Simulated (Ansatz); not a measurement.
# H2ISSi+: a rigid scan of the angle H5–Si2–S1

The task here is to estimate one member of a computed series from the others.

Method: single points in def2-TZVPP; program: Ansatz 0.2.0, Gaussian basis.

Levels: PBE-D4, r2SCAN-D4, PBE0-D4, B3LYP-D4, wB97M-V, Hartree-Fock, MP2, CCSD, CCSD(T). The scan takes 96.6, 101.1, 105.6, 110.1, 114.6, 119.1, 123.6, 128.1, 132.6°.

Cores are frozen in the correlated methods. Filled d shells of the heavier atoms are correlated. Core potentials replace the inner electrons past krypton, and spin-orbit coupling is left out. B3LYP uses VWN-RPA correlation.

37 further runs of the same task are left out: 37 set aside as unsound or not needed.

## The system as given

The minimum, relaxed at PBE0-D4: SMILES `[SH+]=[SiH]I`, 5 atoms, charge 1, spin multiplicity 1.

Atoms are counted from 1 here; the program's logs count them from 0.

Bond lengths: S1–Si2 2.041 Å, S1–H4 1.351 Å, Si2–I3 2.323 Å, Si2–H5 1.472 Å. Angles: Si2–S1–H4 94.3°, S1–Si2–I3 125.1°, S1–Si2–H5 114.6°, I3–Si2–H5 120.3°.

As a file:

```
S    -1.4866    0.4795   -0.4960
Si    0.3241    0.2564    0.4179
I     1.8690   -1.4088   -0.0683
H    -1.3205   -0.5863   -1.3092
H     0.6141    1.2592    1.4557
```

Energies of the minimum (eV), from earlier single points: PBE-D4 -26831.97853, r2SCAN-D4 -26842.54659, PBE0-D4 -26834.18872, B3LYP-D4 -26844.61239, wB97M-V -26839.07617, CCSD(T) -26800.21217.

At the minimum the angle H5–Si2–S1 is 114.6°.

The first run:

ccsdt-tzvpp/in.yaml

```yaml
crystal:
  periodic: [false, false, false]
  atoms:
    - {symbol: S, position_ang: [-1.486641, 0.479522, -0.496039]}
    - {symbol: Si, position_ang: [0.324050, 0.256363, 0.417915]}
    - {symbol: I, position_ang: [1.868955, -1.408799, -0.068316]}
    - {symbol: H, position_ang: [-1.320484, -0.586263, -1.309223]}
    - {symbol: H, position_ang: [0.197267, 1.406571, 1.327664]}
basis:
  gaussian: {orbitals: def2-TZVPP}
total_charge: 1
correlation: {method: ccsd_t}
```

The command line of these runs was not kept.

Steps of the session up to this table: H5–Si2–S1 = 96.6°; H5–Si2–S1 = 101.1°; H5–Si2–S1 = 105.6°; H5–Si2–S1 = 110.1°; H5–Si2–S1 = 114.6°; H5–Si2–S1 = 119.1°; H5–Si2–S1 = 123.6°; H5–Si2–S1 = 128.1°; H5–Si2–S1 = 132.6°.

One table of the session follows, with a row left open; its other results are not shown here.

It belongs to the step «The curves». Energies less that of the minimum at the same level (meV):

| angle (°) | PBE-D4 | PBE0-D4 | B3LYP-D4 | wB97M-V | Hartree-Fock |
| --- | --- | --- | --- | --- | --- |
| 96.6 | 207 | 226 | 228 | 232 | 289 |
| 101.1 | 114 | 126 | 126 | 129 | 164 |
| 105.6 | 49 | 55 | 55 | 57 | 76 |
| 110.1 | 11 | 14 | 13 | 15 | 21 |
| 114.6 (minimum) | 0 | 0 | 0 | 0 | 0 |
| 114.6 | 0 | 0 | 0 | 0 | 0 |
| 119.1 | 15 | 14 | 15 | 13 | 11 |
| 123.6 | ? | ? | ? | ? | ? |
| 128.1 | 122 | 123 | 127 | 122 | 132 |
| 132.6 | 214 | 218 | 225 | 219 | 241 |

Estimate the missing values for angle (°) = 123.6.

Worked estimate for «PBE-D4». A straight line through the neighbours (119.1, 15) and (128.1, 122) gives 15 + (122 − 15) × (123.6 − 119.1) / (128.1 − 119.1) = 68; a parabola fitted to 4 rows on both sides gives 56.

As computed: PBE-D4: 56; PBE0-D4: 55; B3LYP-D4: 57; wB97M-V: 54; Hartree-Fock: 55. In «PBE-D4» the line misses by +12 and the parabola by +0.

Caveats from the session: A polynomial through the near points puts the CCSD(T) minimum 0.1° below the PBE0-D4 value.
